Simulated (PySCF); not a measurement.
**InCl2(OMe): geometry, NMR shifts and electronic excitations**

Aim: predict the NMR shifts and electronic excitations of InCl2(OMe) (`C[O][In]([Cl])[Cl]`).

The runs use PySCF 2.14.0, with density-fitted response routines of our own; the level of theory stands in each step. All values are computed, except where a source is named. Atoms are numbered from 0 throughout.

**1. The starting structure**

8 atoms, charge 0, multiplicity 1; geometry from: GFN2-xTB.

Bonds of the start (Å): In0–Cl1 2.31, In0–Cl2 2.29, In0–O3 2.00, O3–C4 1.41, C4–H5 1.09, C4–H6 1.09, C4–H7 1.10.

**2. Optimising the geometry at PBE0-D3(BJ)/def2-SVP**

The job: settings as JSON, then the geometry in Å.

```
{"job": {"xc": "PBE0", "basis": "def2-SVP", "d3": "d3bj", "grid": 1, "maxiter": 40, "kind": "geom"}, "charge": 0, "multiplicity": 1}
In     0.469290     1.426670     0.635350
Cl     2.556570     0.509020     1.007520
Cl    -0.233680     3.549420     1.121450
O     -0.857410     0.170380    -0.188650
C     -0.538200    -1.146090    -0.566280
H     -0.615080    -1.237960    -1.654330
H     -1.254800    -1.824820    -0.092660
H      0.473320    -1.446620    -0.262410
```

Output:

```text
step   0  E = -1224.95795384  max force = 0.014251
step   1  E = -1224.95931499  max force = 0.003892
step   2  E = -1224.95944045  max force = 0.000909
step   3  E = -1224.95944583  max force = 0.000964
step   4  E = -1224.95944306  max force = 0.000777
step   5  E = -1224.95944068  max force = 0.000755
step   6  E = -1224.95943926  max force = 0.000731
step   7  E = -1224.95943849  max force = 0.000718
step   8  E = -1224.95943809  max force = 0.000715
step   9  E = -1224.95943789  max force = 0.000712
step  10  E = -1224.95943777  max force = 0.000709
step  11  E = -1224.95943766  max force = 0.000706
step  12  E = -1224.95943755  max force = 0.000708
step  13  E = -1224.95943744  max force = 0.000707
step  14  E = -1224.95943732  max force = 0.000707
step  15  E = -1224.95943720  max force = 0.000705
step  16  E = -1224.95943709  max force = 0.000704
step  17  E = -1224.95943697  max force = 0.000703
step  18  E = -1224.95943685  max force = 0.000701
step  19  E = -1224.95943673  max force = 0.000700
step  20  E = -1224.95943661  max force = 0.000700
step  21  E = -1224.95943650  max force = 0.000698
step  22  E = -1224.95943638  max force = 0.000697
step  23  E = -1224.95943626  max force = 0.000696
step  24  E = -1224.95943614  max force = 0.000694
step  25  E = -1224.95943602  max force = 0.000693
step  26  E = -1224.95943590  max force = 0.000692
step  27  E = -1224.95943578  max force = 0.000690
step  28  E = -1224.95943566  max force = 0.000689
step  29  E = -1224.95943554  max force = 0.000689
step  30  E = -1224.95943541  max force = 0.000687
step  31  E = -1224.95943529  max force = 0.000685
step  32  E = -1224.95943517  max force = 0.000685
step  33  E = -1224.95943504  max force = 0.000683
step  34  E = -1224.95943492  max force = 0.000682
step  35  E = -1224.95943479  max force = 0.000681
step  36  E = -1224.95943467  max force = 0.000679
step  37  E = -1224.95943454  max force = 0.000678
step  38  E = -1224.95943442  max force = 0.000678
step  39  E = -1224.95943429  max force = 0.000676
step  40  E = -1224.95943416  max force = 0.000674
optimisation not converged
```

It took 2.4 min on 1 thread, shared host.

Step by step: (not every step is listed)

| step | energy from step 0 (eV) | largest force component (eV/Å) |
| --- | --- | --- |
| 0 | 0.0000 | 0.7328 |
| 1 | -0.0370 | 0.2001 |
| 2 | -0.0405 | 0.0467 |
| 3 | -0.0406 | 0.0496 |
| 4 | -0.0405 | 0.0400 |
| 5 | -0.0405 | 0.0388 |
| 6 | -0.0404 | 0.0376 |
| 7 | -0.0404 | 0.0369 |
| 8 | -0.0404 | 0.0368 |
| 10 | -0.0404 | 0.0365 |
| 12 | -0.0404 | 0.0364 |
| 14 | -0.0404 | 0.0364 |
| 16 | -0.0404 | 0.0362 |
| 18 | -0.0404 | 0.0360 |
| 20 | -0.0403 | 0.0360 |
| 22 | -0.0403 | 0.0358 |
| 24 | -0.0403 | 0.0357 |
| 26 | -0.0403 | 0.0356 |
| 28 | -0.0403 | 0.0354 |
| 30 | -0.0403 | 0.0353 |
| 32 | -0.0403 | 0.0352 |
| 34 | -0.0403 | 0.0351 |
| 35 | -0.0403 | 0.0350 |
| 36 | -0.0403 | 0.0349 |
| 37 | -0.0403 | 0.0349 |
| 38 | -0.0403 | 0.0349 |
| 39 | -0.0403 | 0.0348 |
| 40 | -0.0403 | 0.0347 |

Close pairs (by a distance rule), those that changed most:

| bond | before (Å) | after (Å) | change (Å) |
| --- | --- | --- | --- |
| In0–O3 | 2.004 | 1.975 | -0.029 |
| In0–Cl2 | 2.288 | 2.315 | +0.026 |
| In0–Cl1 | 2.310 | 2.335 | +0.025 |
| C4–H5 | 1.095 | 1.105 | +0.010 |
| C4–H6 | 1.095 | 1.105 | +0.010 |
| C4–H7 | 1.098 | 1.106 | +0.008 |
| O3–C4 | 1.406 | 1.402 | -0.004 |

The end geometry stands in the next job.

The optimisation stopped before it met its thresholds, so this geometry is not quite a stationary point, and what follows inherits that.

| at the end point | value |
| --- | --- |
| point group (found at 0.08 Å tolerance) | C1 |
| rotational constants (GHz, main isotopes) | 2.131, 1.460, 0.871 |
| dipole moment (D) | 1.44 |

**3. NMR shieldings: PBE0/def2-TZVP+pcSseg-1**

The job: settings as JSON, then the geometry in Å.

```
{"job": {"kind": "nmr", "xc": "PBE0", "basis": {"default": "pcSseg-1", "In": "def2-TZVP"}}, "charge": 0, "multiplicity": 1}
In     0.480135     1.365793     0.652162
Cl     2.630472     0.541913     1.041352
Cl    -0.122310     3.510660     1.279973
O     -0.859419     0.197135    -0.208208
C     -0.579341    -1.119207    -0.602613
H     -0.639416    -1.211919    -1.702118
H     -1.329127    -1.803459    -0.167020
H      0.419016    -1.480916    -0.293537
```

With the program's defaults for keys left out, this is: GIAO PBE0/pcSseg-1 In:def2-TZVP NMR shielding, scalar relativity only through core potentials, gas phase.

Output:

```text
coarse grid: 38496 points
cycle   1  E = -1224.3739408079  dE = -3.161e+01  |g| = 2.100e+00  |ddm| = 4.547e+01
cycle   2  E = -1223.5958685850  dE =  7.781e-01  |g| = 3.174e+00  |ddm| = 7.794e+00
cycle   3  E = -1225.2800939679  dE = -1.684e+00  |g| = 2.965e-01  |ddm| = 3.177e+00
cycle   4  E = -1225.2591810695  dE =  2.091e-02  |g| = 4.455e-01  |ddm| = 7.036e-01
cycle   5  E = -1225.2975245168  dE = -3.834e-02  |g| = 3.425e-02  |ddm| = 4.437e-01
cycle   6  E = -1225.2977655144  dE = -2.410e-04  |g| = 6.990e-03  |ddm| = 3.452e-02
cycle   7  E = -1225.2977759804  dE = -1.047e-05  |g| = 2.509e-03  |ddm| = 7.487e-03
cycle   8  E = -1225.2977773803  dE = -1.400e-06  |g| = 4.322e-04  |ddm| = 2.473e-03
final grid: 76072 points
cycle   9  E = -1225.2977516130  dE = -7.666e-08  |g| = 5.129e-04  |ddm| = 1.368e-03
cycle  10  E = -1225.2977515402  dE =  7.278e-08  |g| = 7.686e-04  |ddm| = 1.236e-03
cycle  11  E = -1225.2977516743  dE = -1.341e-07  |g| = 1.739e-04  |ddm| = 7.834e-04
cycle  12  E = -1225.2977516796  dE = -5.300e-09  |g| = 1.489e-05  |ddm| = 1.316e-04
cycle  13  E = -1225.2977516797  dE = -4.684e-11  |g| = 4.712e-06  |ddm| = 2.490e-05
converged SCF energy = -1225.2977516797

GIAO shielding tensors (ppm)
atom      isotropic    diamagn.    paramagn.     s11        s22        s33       span
  0 In         nan         nan         nan        nan        nan        nan        nan
  1 Cl     955.747    1147.784    -192.037    747.134   1046.473   1073.634    326.500
  2 Cl     944.838    1147.444    -202.606    798.501    953.308   1082.704    284.202
  3 O      232.457     391.033    -158.576     67.019    279.918    350.435    283.415
  4 C      124.549     242.924    -118.375     92.758     98.349    182.542     89.784
  5 H       27.161      27.789      -0.628     22.892     23.943     34.647     11.754
  6 H       27.161      27.622      -0.461     22.782     24.030     34.670     11.888
  7 H       26.958      29.300      -2.343     20.904     26.049     33.920     13.017
```

It took 9.5 s on 1 thread, shared host.

Shifts follow as δ = σ(reference) − σ, with reference shieldings (ppm) from runs at the same level and on the same kind of geometry: 1H TMS 31.27, 13C TMS 184.4, 17O H2O 334.6, 35Cl HCl 943. The references are single molecules in the gas phase, so shifts against H2O, NH3, PH3, H3PO4 or CFCl3 are not on the usual liquid scales and can be off by tens of ppm. Atoms listed in one row are averaged.

| atoms | environment | σ (ppm) | δ (ppm) |
| --- | --- | --- | --- |
| C4 | carbon bonded to O, 3 H | 124.5 | 59.9 |
| H5, H6, H7 | hydrogen on a carbon bonded to O | 27.09 | 4.17 |
| Cl1, Cl2 | chlorine bonded to In | 950 | -7 |
| O3 | oxygen bonded to C, In | 232.5 | 102.1 |

Atoms past Kr carry core potentials, so their printed shieldings have no meaning and are left out of the table.

The run also stored atomic charges by several schemes (e):

| atoms | Mulliken | ESP fit |
| --- | --- | --- |
| In0 | 0.91 | 0.88 |
| Cl1, Cl2 | -0.31 | -0.30 |
| O3 | -0.61 | -0.52 |
| C4 | -0.03 | 0.23 |

Mayer bond orders: In0–Cl1 0.99, In0–Cl2 1.02, In0–O3 0.99, O3–C4 0.92.

With diffuse functions Mulliken charges and Mayer bond orders lose their meaning; the other schemes are steadier.

**4. Excited states and response: wB97X-D/def2-SVPD**

Same as in step 3 but for these lines:

```diff
@@ -1,2 +1,2 @@
-{"job": {"kind": "nmr", "xc": "PBE0", "basis": {"default": "pcSseg-1", "In": "def2-TZVP"}}, "charge": 0, "multiplicity": 1}
+{"job": {"kind": "uv", "xc": "wB97X-D", "basis": "def2-SVPD", "ip": true, "nstates": 10}, "charge": 0, "multiplicity": 1}
 In     0.480135     1.365793     0.652162
```

Method: TDDFT wB97X-D/def2-SVPD, vertical, gas phase, core orbitals frozen in the response.

Output:

```text
coarse grid: 38496 points
cycle   1  E = -1224.6045951280  dE = -2.060e+01  |g| = 1.894e+00  |ddm| = 1.415e+01
cycle   2  E = -1224.8777964159  dE = -2.732e-01  |g| = 1.680e+00  |ddm| = 7.821e+00
cycle   3  E = -1225.4100666478  dE = -5.323e-01  |g| = 2.558e-01  |ddm| = 2.207e+00
cycle   4  E = -1225.4179339965  dE = -7.867e-03  |g| = 1.754e-01  |ddm| = 3.958e-01
cycle   5  E = -1225.4241750927  dE = -6.241e-03  |g| = 2.573e-02  |ddm| = 2.294e-01
cycle   6  E = -1225.4244206141  dE = -2.455e-04  |g| = 6.663e-03  |ddm| = 4.441e-02
cycle   7  E = -1225.4244654997  dE = -4.489e-05  |g| = 1.728e-03  |ddm| = 2.798e-02
cycle   8  E = -1225.4244698988  dE = -4.399e-06  |g| = 4.816e-04  |ddm| = 9.500e-03
final grid: 76072 points
cycle   9  E = -1225.4260561481  dE = -9.839e-06  |g| = 1.841e-03  |ddm| = 1.592e-02
cycle  10  E = -1225.4260563818  dE = -2.337e-07  |g| = 1.585e-03  |ddm| = 4.785e-03
cycle  11  E = -1225.4260568716  dE = -4.898e-07  |g| = 3.372e-04  |ddm| = 2.357e-03
cycle  12  E = -1225.4260568946  dE = -2.290e-08  |g| = 8.055e-05  |ddm| = 3.928e-04
cycle  13  E = -1225.4260568980  dE = -3.459e-09  |g| = 2.921e-05  |ddm| = 1.761e-04
cycle  14  E = -1225.4260568987  dE = -7.030e-10  |g| = 7.445e-06  |ddm| = 9.607e-05
converged SCF energy = -1225.4260568987

Static polarisability (au): isotropic 78.694, principal 58.067 83.290 94.724

Singlet excitations
state   eV       nm        f      main configurations
  1   4.3519    284.9   0.00383   H->L 0.96
  2   5.0165    247.2   0.07079   H-1->L 0.85, H->L+1 0.11
  3   5.4266    228.5   0.02334   H-2->L 0.95
  4   5.4605    227.1   0.00015   H-3->L 0.97
  5   5.6369    220.0   0.01121   H-4->L 0.96
  6   5.8651    211.4   0.03636   H-5->L 0.94
  7   6.1025    203.2   0.00506   H-1->L+1 0.95
  8   6.2435    198.6   0.14552   H->L+1 0.84, H-1->L 0.10
  9   6.8253    181.7   0.05646   H-3->L+1 0.51, H-6->L 0.44
 10   6.8407    181.2   0.00180   H-2->L+1 0.96

Triplet excitations (Tamm-Dancoff, eV): 4.0314 4.2717 5.0294 5.1463
Vertical ionisation energy (delta-SCF) = 10.4009 eV
Vertical electron affinity (delta-SCF) = 1.1027 eV
```

Run time: 73 s. Hardware: 1 thread, shared host.

Frontier orbitals and where they lie:

| orbital | eV | atoms |
| --- | --- | --- |
| HOMO−3 | -11.39 | Cl1 53 %, Cl2 41 %, In0 6 % |
| HOMO−2 | -11.29 | Cl1 60 %, Cl2 35 % |
| HOMO−1 | -10.55 | O3 53 %, C4 15 %, H7 9 % |
| HOMO | -10.20 | O3 62 %, C4 16 %, H5 8 % |
| LUMO | -1.25 | In0 41 %, Cl2 21 %, Cl1 20 % |
| LUMO+1 | 0.10 | In0 60 %, Cl1 14 %, Cl2 14 % |
| LUMO+2 | 1.55 | In0 70 %, Cl2 10 %, Cl1 9 % |

With each of the 10 states as a Gaussian band of 0.4 eV half-width at 1/e, the curve within the window shown has maxima at 244 nm (ε 3,400), 200 nm (ε 7,000) L/(mol cm). Beyond the last state computed it falls off for lack of states. The curve at chosen wavelengths:

(nm, ε (L/mol/cm)): (174, 1308), (180, 2671), (186, 3912), (193, 5888), (199, 7021), (205, 6419), (211, 4872), (218, 3424), (224, 2886), (230, 2870), (236, 3127), (243, 3350), (249, 3191), (255, 2683), (261, 2000), (268, 1256), (274, 791), (280, 494), (286, 321), (293, 207), (299, 148), (305, 105), (311, 73), (318, 45), (324, 29), (330, 18)

Ground-state properties from the same run:

| property | computed |
| --- | --- |
| dipole moment (D) | 1.46 |
| polarisability (Å³) | 11.66 |
| HOMO–LUMO gap (eV) | 8.95 |
| −ε(HOMO) (eV) | 10.20 |

**5. Shielding tensors: KT2/def2-TZVP+pcSseg-1**

Same as in step 4 but for these lines:

```diff
@@ -1,2 +1,2 @@
-{"job": {"kind": "uv", "xc": "wB97X-D", "basis": "def2-SVPD", "ip": true, "nstates": 10}, "charge": 0, "multiplicity": 1}
+{"job": {"kind": "nmr", "xc": "KT2", "basis": {"default": "pcSseg-1", "In": "def2-TZVP"}, "pop": false}, "charge": 0, "multiplicity": 1}
 In     0.480135     1.365793     0.652162
```

With the program's defaults for keys left out, this is: GIAO KT2/pcSseg-1 In:def2-TZVP NMR shielding, scalar relativity only through core potentials, gas phase.

Output:

```text
coarse grid: 38496 points
cycle   1  E = -1234.0904644328  dE = -3.101e+01  |g| = 2.447e+00  |ddm| = 4.398e+01
cycle   2  E = -1216.8867244148  dE =  1.720e+01  |g| = 9.328e+00  |ddm| = 1.385e+01
cycle   3  E = -1235.2091259526  dE = -1.832e+01  |g| = 9.206e-01  |ddm| = 1.036e+01
cycle   4  E = -1235.3504950104  dE = -1.414e-01  |g| = 5.388e-01  |ddm| = 1.679e+00
cycle   5  E = -1235.4134669870  dE = -6.297e-02  |g| = 2.491e-01  |ddm| = 8.165e-01
cycle   6  E = -1235.4223072032  dE = -8.840e-03  |g| = 1.538e-01  |ddm| = 4.144e-01
cycle   7  E = -1235.4275891362  dE = -5.282e-03  |g| = 1.932e-02  |ddm| = 2.156e-01
cycle   8  E = -1235.4276801981  dE = -9.106e-05  |g| = 5.134e-03  |ddm| = 2.542e-02
cycle   9  E = -1235.4276860005  dE = -5.802e-06  |g| = 1.998e-03  |ddm| = 7.688e-03
final grid: 76072 points
cycle  10  E = -1235.4276524275  dE =  2.588e-06  |g| = 3.760e-03  |ddm| = 6.763e-03
cycle  11  E = -1235.4276380872  dE =  1.434e-05  |g| = 8.365e-03  |ddm| = 1.361e-02
cycle  12  E = -1235.4276555307  dE = -1.744e-05  |g| = 1.940e-03  |ddm| = 9.951e-03
cycle  13  E = -1235.4276563891  dE = -8.585e-07  |g| = 1.922e-04  |ddm| = 2.209e-03
cycle  14  E = -1235.4276563982  dE = -9.104e-09  |g| = 2.681e-05  |ddm| = 2.254e-04
cycle  15  E = -1235.4276563984  dE = -2.010e-10  |g| = 5.477e-06  |ddm| = 3.737e-05
converged SCF energy = -1235.4276563984

GIAO shielding tensors (ppm)
atom      isotropic    diamagn.    paramagn.     s11        s22        s33       span
  0 In         nan         nan         nan        nan        nan        nan        nan
  1 Cl     896.008    1149.953    -253.945    644.847    983.152   1060.024    415.176
  2 Cl     885.045    1149.574    -264.529    714.829    869.232   1071.075    356.246
  3 O      178.311     391.195    -212.884    -22.579    229.283    328.229    350.808
  4 C      121.154     244.408    -123.254     87.485     95.220    180.756     93.271
  5 H       26.913      27.944      -1.031     22.791     23.747     34.202     11.412
  6 H       26.944      27.771      -0.827     22.756     23.827     34.249     11.493
  7 H       26.482      29.593      -3.111     20.647     25.253     33.545     12.898
```

Wall time 14 s (1 thread, shared host).

This run: δ C4 62.1, Cl1 52, O3 152.3, H5 4.40 ppm (means over like atoms).

**6. Comparing the runs: NMR shifts**

Shifts (ppm), means over like atoms, with basis size and wall time:

| run | C4 | H5 | Cl1 | O3 | functions | time |
| --- | --- | --- | --- | --- | --- | --- |
| PBE0/def2-TZVP+pcSseg-1 | 59.9 | 4.17 | -7 | 102.1 | 147 | 9.5 s |
| KT2/def2-TZVP+pcSseg-1 | 62.1 | 4.40 | 52 | 152.3 | 147 | 14 s |

**7. What came out**

| quantity | value |
| --- | --- |
| point group | C1 |
| rotational constants (main isotopes) | 2.13, 1.46, 0.87 GHz |
| 13C shifts against TMS (PBE0/def2-TZVP+pcSseg-1) | 59.9 ppm |
| 1H shifts against TMS (PBE0/def2-TZVP+pcSseg-1, means over atoms taken as alike) | 4.17 ppm |
| 35Cl shifts against HCl (PBE0/def2-TZVP+pcSseg-1, means over atoms taken as alike) | -7 ppm |
| 17O shifts against H2O (PBE0/def2-TZVP+pcSseg-1) | 102.1 ppm |
| lowest singlet (wB97X-D/def2-SVPD) | 4.35 eV (285 nm), f = 0.004 |
| brightest single state of those computed | state 8, 6.24 eV, f = 0.146 |
| lowest triplet | 4.03 eV |
| vertical ionisation energy (ΔSCF) | 10.40 eV |
| vertical electron affinity (ΔSCF) | 1.10 eV |
| range of the shift of Cl1 | -7 to 52 ppm |

The optimisation took 40 steps and gained 0.040 eV; among the close pairs (by a distance rule), In0–O3 changed most, from 2.004 to 1.975 Å. At PBE0/def2-TZVP+pcSseg-1: The widest tensor belongs to Cl1, Cl2: span 305 ppm, with a paramagnetic part of -197 ppm. The lowest singlet, at 4.35 eV, is HOMO→LUMO 0.96 and is weak; of the 10 states computed, the strongest absorption comes from state 8 at 6.24 eV. The lowest triplet lies 0.32 eV below the lowest singlet (triplets in Tamm-Dancoff, singlets in full TDDFT). Spin-orbit coupling, left out, mixes singlets and triplets in elements this heavy. The orbital energy would give 10.20 eV for ionisation, ΔSCF gives 10.40 eV. In ppm, Cl1 (with its like atoms) moves most: its shift spreads over 59 ppm, from -7 (PBE0/def2-TZVP+pcSseg-1) to 52 (KT2/def2-TZVP+pcSseg-1). Spin-orbit coupling is left out, which matters for shieldings and couplings at and beside the heavy atoms.
